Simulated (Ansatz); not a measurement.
# SnCl in Ansatz: convergence with xc grid

Input of the first run (xc grid 1); the others differ in this setting and in those tied to it:

File input.yaml:

```yaml
crystal:
  lattice:
    - [3.4975457026, 0.0, 0.0]
    - [-1.7487728513, 3.0289634293, 0.0]
    - [0.0, 0.0, 10.062209]
  atoms:
    - { symbol: Sn, position: [0.6666666667, 0.3333333333, 0.82051] }
    - { symbol: Sn, position: [0.3333333333, 0.6666666667, 0.32051] }
    - { symbol: Cl, position: [0.6666666667, 0.3333333333, 0.554491] }
    - { symbol: Cl, position: [0.3333333333, 0.6666666667, 0.054491] }
hamiltonian:
  xc: pbe
  pseudopotentials: { kind: nc, accuracy: standard }
kpoints:
  mp_grid: { grid: [7, 7, 3] }
scf:
  occupations: { method: gaussian, width: 0.1 }
output:
  forces: true
  stress: true
  eigenvalues: true
basis:
  xc_grid: 1
```

Potentials or basis: PseudoDojo standard (PBE files).

Command:

```console
$ ansatz run input.yaml --threads 2 --pin off --max-ram 5632MiB --backend cpu --events-out ev --progress --plain --runs-dir out
```

The cell comes from a database or a generator and needn't be the stable form of this composition.

Hardware: 2 threads of Arm Neoverse V1 (shared host).

```csv
xc grid,"energy less the tightest run, at zero smearing (meV/atom)",SCF cycles,CPU time (s),peak memory (GiB)
1,0.00,8,12,0.42
2,0.00,8,12,0.44
3,0.00,8,13,0.53
4,0.00,8,14,0.72
5,0.00,8,17,1.1
```

Against the tightest run, the energy stays within 1 meV/atom from 1 on. The tightest run that finished is the yardstick and may itself not be fully converged.
